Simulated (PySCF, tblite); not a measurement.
# C₅H₃BrO₃: vibronic structure

Aim: compute the vibronic structure of C₅H₃BrO₃ (`CC1=C(Br)C(=O)OC1=O`).

Programs: tblite 0.8.0 and PySCF 2.14.0, with routines of our own; each step states its level. All values are computed. Atoms count from 0.

### 1 The starting structure

12 atoms, charge 0, multiplicity 1; geometry from: force field or distance geometry start.

### 2 Optimising the geometry with GFN2-xTB

What the job is given:

```
{"job": {"kind": "relax", "xc": "GFN2-xTB", "basis": "xTB"}, "charge": 0, "multiplicity": 1}
C     -1.702700     0.266800     0.014500
C     -0.261300    -0.000100    -0.012300
C      0.806200     0.798200     0.062200
Br     0.848300     2.639100     0.185600
C      2.002500    -0.027500     0.007000
O      3.151600     0.360800     0.027500
O      1.607900    -1.308800    -0.099800
C      0.267500    -1.359400    -0.097800
O     -0.412700    -2.373800    -0.176400
H     -2.185100    -0.099900    -0.898000
H     -2.186800    -0.231300     0.865800
H     -1.934300     1.335300     0.095700
```

Started as:

```console
$ OMP_NUM_THREADS=1 python excited_run.py task.json out
```

The driver reads the jobs from task.json and runs them one after another.

Log:

```text
step      E/eV     max force
  0    -775.55045    3.253
  1    -775.55426    3.971
  2    -775.69435    0.376
  3    -775.70309    0.300
  4    -775.71417    0.224
  5    -775.71627    0.222
  6    -775.71812    0.147
  7    -775.71894    0.126
  8    -775.71943    0.053
  9    -775.71966    0.038
 10    -775.71986    0.038
 11    -775.72005    0.043
 12    -775.72029    0.038
 13    -775.72045    0.031
 14    -775.72053    0.025
 15    -775.72057    0.023
 16    -775.72061    0.021
 17    -775.72066    0.020
 18    -775.72070    0.019
 19    -775.72073    0.016
 20    -775.72075    0.012
 21    -775.72076    0.012
 22    -775.72077    0.013
 23    -775.72078    0.012
 24    -775.72079    0.010
 25    -775.72080    0.008
```

Run time: 0.17 s. Hardware: 1 thread of Intel Xeon Platinum 8488C, shared host.

The steps of the relaxation:

```csv
step,energy from step 0 (eV),largest force (eV/Å)
0,0.0000,3.2533
1,-0.0038,3.9715
2,-0.1439,0.3764
3,-0.1526,0.3005
4,-0.1637,0.2243
5,-0.1658,0.2220
6,-0.1677,0.1472
7,-0.1685,0.1259
8,-0.1690,0.0533
9,-0.1692,0.0378
10,-0.1694,0.0379
11,-0.1696,0.0434
12,-0.1698,0.0377
13,-0.1700,0.0306
14,-0.1701,0.0250
15,-0.1701,0.0230
16,-0.1702,0.0208
17,-0.1702,0.0201
18,-0.1703,0.0193
19,-0.1703,0.0164
20,-0.1703,0.0121
21,-0.1703,0.0122
22,-0.1703,0.0125
23,-0.1703,0.0122
24,-0.1703,0.0100
25,-0.1704,0.0082
```

Distances of close pairs at the start and the end, largest changes first:

```csv
bond,before (Å),after (Å),change (Å)
O6–C7,1.341,1.378,+0.036
C7–O8,1.224,1.189,-0.035
C2–C4,1.455,1.489,+0.034
C1–C7,1.461,1.492,+0.031
C4–O5,1.213,1.187,-0.026
C4–O6,1.345,1.370,+0.025
C2–Br3,1.846,1.858,+0.013
C0–H11,1.096,1.087,-0.009
```

The final coordinates are the input of the step that follows.

### 3 Infrared spectrum with GFN2-xTB

What the job is given:

```
{"job": {"kind": "ir", "xc": "GFN2-xTB", "basis": "xTB"}, "charge": 0, "multiplicity": 1}
C     -1.735884     0.287510     0.016687
C     -0.289397     0.000128    -0.002859
C      0.779994     0.809446     0.057619
Br     0.866341     2.660674     0.190835
C      2.022204    -0.008746     0.000229
O      3.156384     0.339971     0.027561
O      1.621932    -1.315912    -0.095471
C      0.246084    -1.388788    -0.102980
O     -0.349728    -2.414673    -0.178432
H     -2.199461    -0.098468    -0.891074
H     -2.201515    -0.228450     0.856331
H     -1.915756     1.356622     0.095527
```

Log:

```text
mode    cm-1     km/mol
  1      57.7      2.55
  2      91.1      1.90
  3     136.6      2.45
  4     144.6      5.13
  5     219.9      0.69
  6     232.3      4.21
  7     303.5     11.85
  8     391.9      1.86
  9     414.3      9.92
 10     601.0      2.13
 11     616.2      0.60
 12     639.9      8.75
 13     694.6     56.49
 14     711.0      0.54
 15     850.1      6.96
 16     910.9     78.47
 17    1012.7      2.80
 18    1016.3     82.98
 19    1048.1     21.99
 20    1150.6    293.07
 21    1233.5    146.34
 22    1388.4     59.49
 23    1429.2      7.85
 24    1440.4     10.81
 25    1644.0    103.78
 26    1811.8    812.22
 27    1838.0    107.40
 28    3004.0      0.15
 29    3021.9      0.61
 30    3052.6     12.50
```

Wall time 0.42 s (1 thread of Intel Xeon Platinum 8488C, shared host).

Which atoms move in the most intense modes:

```csv
cm⁻¹,km/mol,atoms
911,78.5,"O6 59 %, C7 16 %, C4 14 %"
1016,83.0,"C2 55 %, O6 15 %"
1151,293.1,"C4 36 %, C7 22 %, O6 21 %, C2 14 %"
1234,146.3,"C1 59 %, H11 12 %, C0 10 %"
1388,59.5,"H9 30 %, H10 30 %, C0 20 %, H11 19 %"
1644,103.8,"C1 56 %, C2 36 %"
1812,812.2,"C7 40 %, O8 25 %, C4 21 %, O5 13 %"
1838,107.4,"C4 41 %, O5 24 %, C7 21 %, O8 12 %"
```

### 4 Vibronic structure: TDDFT CAM-B3LYP/6-31G*

The job, as its differences from that of step 3:

```diff
@@ -1,2 +1,2 @@
-{"job": {"kind": "ir", "xc": "GFN2-xTB", "basis": "xTB"}, "charge": 0, "multiplicity": 1}
+{"job": {"kind": "vib", "xc": "CAM-B3LYP", "basis": "6-31G*", "tda": false}, "charge": 0, "multiplicity": 1}
 C     -1.735884     0.287510     0.016687
```

Level: TDDFT CAM-B3LYP/6-31G* vertical-gradient vibronic structure (displaced harmonic oscillators, Condon), gas phase.

Log:

```text
final grid: 56192 points
cycle   1  E = -2991.4470755504  dE =  1.225e+00  |g| = 1.305e+00  |ddm| = 3.992e+00
cycle   2  E = -2990.7475136288  dE =  6.996e-01  |g| = 2.372e+00  |ddm| = 3.171e+00
cycle   3  E = -2991.7888967506  dE = -1.041e+00  |g| = 2.104e-01  |ddm| = 2.216e+00
cycle   4  E = -2991.7945925677  dE = -5.696e-03  |g| = 1.224e-01  |ddm| = 2.215e-01
cycle   5  E = -2991.7972498206  dE = -2.657e-03  |g| = 1.944e-02  |ddm| = 9.268e-02
cycle   6  E = -2991.7973351814  dE = -8.536e-05  |g| = 7.350e-03  |ddm| = 2.941e-02
cycle   7  E = -2991.7973494425  dE = -1.426e-05  |g| = 1.933e-03  |ddm| = 1.074e-02
cycle   8  E = -2991.7973505393  dE = -1.097e-06  |g| = 9.300e-04  |ddm| = 4.000e-03
cycle   9  E = -2991.7973507700  dE = -2.307e-07  |g| = 2.841e-04  |ddm| = 1.278e-03
cycle  10  E = -2991.7973507916  dE = -2.157e-08  |g| = 6.443e-05  |ddm| = 3.796e-04
cycle  11  E = -2991.7973507929  dE = -1.327e-09  |g| = 3.182e-05  |ddm| = 1.136e-04
cycle  12  E = -2991.7973507931  dE = -2.346e-10  |g| = 1.545e-05  |ddm| = 4.076e-05
converged SCF energy = -2991.7973507931

Singlet excitations (eV, f): 4.234 (0.0002)  4.787 (0.0000)  4.834 (0.1480)  5.660 (0.0000)  6.385 (0.0007)  6.427 (0.2087)

State S1  4.2341 eV  f = 0.00017  H-1->L 0.94
  relaxed dipole 2.384 D, largest gradient of the excitation energy 0.0945 Eh/bohr
  mode    cm-1        S   lambda/meV  Raman
   27   1838.0    0.6819     155.4   1.000
   20   1150.6    0.6127      87.4   0.352
   25   1644.0    0.1872      38.2   0.220
   21   1233.5    0.2376      36.3   0.157
    9    414.3    0.3843      19.7   0.029
   19   1048.1    0.0887      11.5   0.042
   15    850.1    0.0969      10.2   0.030
   10    601.0    0.1087       8.1   0.017
   11    616.2    0.0914       7.0   0.015
   26   1811.8    0.0258       5.8   0.037
    7    303.5    0.1043       3.9   0.004
   18   1016.3    0.0241       3.0   0.011
  reorganisation energy 0.3895 eV, total S 2.762, 0-0 3.8446 eV
  absorption maximum 4.071 eV, width 0.628 eV

State S3  4.8343 eV  f = 0.14804  H->L 0.92
  relaxed dipole 7.024 D, largest gradient of the excitation energy 0.0942 Eh/bohr
  mode    cm-1        S   lambda/meV  Raman
   25   1644.0    0.9177     187.1   1.000
   11    616.2    2.1009     160.5   0.322
   21   1233.5    0.1954      29.9   0.120
   20   1150.6    0.1317      18.8   0.070
    7    303.5    0.4388      16.5   0.016
   27   1838.0    0.0620      14.1   0.085
   19   1048.1    0.1016      13.2   0.045
   18   1016.3    0.1012      12.8   0.042
    3    136.6    0.5738       9.7   0.004
    5    219.9    0.3545       9.7   0.007
   24   1440.4    0.0525       9.4   0.044
   15    850.1    0.0520       5.5   0.015
  reorganisation energy 0.4905 eV, total S 5.125, 0-0 4.3438 eV
  absorption maximum 4.776 eV, width 0.624 eV

State S6  6.4267 eV  f = 0.20870  H-4->L 0.71, H-5->L 0.19
  relaxed dipole 1.523 D, largest gradient of the excitation energy 0.0980 Eh/bohr
  mode    cm-1        S   lambda/meV  Raman
   20   1150.6    2.9244     417.2   1.000
   21   1233.5    0.6790     103.8   0.267
   11    616.2    1.2296      93.9   0.121
   27   1838.0    0.3584      81.7   0.313
   25   1644.0    0.2875      58.6   0.201
    9    414.3    0.5577      28.6   0.025
   15    850.1    0.1359      14.3   0.025
    3    136.6    0.8397      14.2   0.004
    7    303.5    0.3606      13.6   0.009
   26   1811.8    0.0232       5.2   0.020
   19   1048.1    0.0256       3.3   0.007
   10    601.0    0.0146       1.1   0.001
  reorganisation energy 0.8376 eV, total S 7.469, 0-0 5.5892 eV
  absorption maximum 6.385 eV, width 0.820 eV

State T1  3.1860 eV  f = 0.00000  H->L 0.87
  relaxed dipole 5.424 D, largest gradient of the excitation energy 0.1356 Eh/bohr
  mode    cm-1        S   lambda/meV  Raman
   25   1644.0    2.3046     469.8   1.000
   21   1233.5    0.5161      78.9   0.126
   11    616.2    1.0248      78.3   0.062
   19   1048.1    0.3055      39.7   0.054
   20   1150.6    0.1199      17.1   0.025
   24   1440.4    0.0809      14.4   0.027
    3    136.6    0.4746       8.0   0.001
   15    850.1    0.0702       7.4   0.008
    5    219.9    0.2363       6.4   0.002
    7    303.5    0.1292       4.9   0.002
    9    414.3    0.0818       4.2   0.002
   27   1838.0    0.0182       4.1   0.010
  reorganisation energy 0.7366 eV, total S 5.388, 0-0 2.4494 eV
  absorption maximum 3.077 eV, width 0.818 eV
```

Run time: 57 s. Hardware: 1 thread of Intel Xeon Platinum 8488C, shared host; peak memory 0.94 GiB.

### 5 Summary of results

| quantity | value |
| --- | --- |
| strongest single infrared mode (GFN2-xTB) | 1812 cm⁻¹, 812 km/mol |
| zero-point energy (GFN2-xTB) | 44.5 kcal/mol |
| S1: vertical, reorganisation, 0-0, total S (step 4, TDDFT CAM-B3LYP/6-31G*, modes from GFN2-xTB) | 4.23, 0.39, 3.84 eV; 2.8 |
| S3: vertical, reorganisation, 0-0, total S (step 4, TDDFT CAM-B3LYP/6-31G*, modes from GFN2-xTB) | 4.83, 0.49, 4.34 eV; 5.1 |
| S6: vertical, reorganisation, 0-0, total S (step 4, TDDFT CAM-B3LYP/6-31G*, modes from GFN2-xTB) | 6.43, 0.84, 5.59 eV; 7.5 |

All 30 modes are real, so the xTB geometry is a minimum. The strongest single mode, at 1812 cm⁻¹, is spread over several atoms, C7, O8, C4, O5 among them. Unscaled tight-binding wavenumbers are off by several per cent, some by more. Its intensities can rank the bands wrongly. Some states lie very close; unless symmetry makes them partners, their order is unsure. Steps that list no spin-orbit terms leave them out, which matters at and beside the heavy atoms. The vibronic model keeps the ground-state modes (from xTB) and shifts them along the gradient alone, so it can miss much of the relaxation that a full optimisation finds.
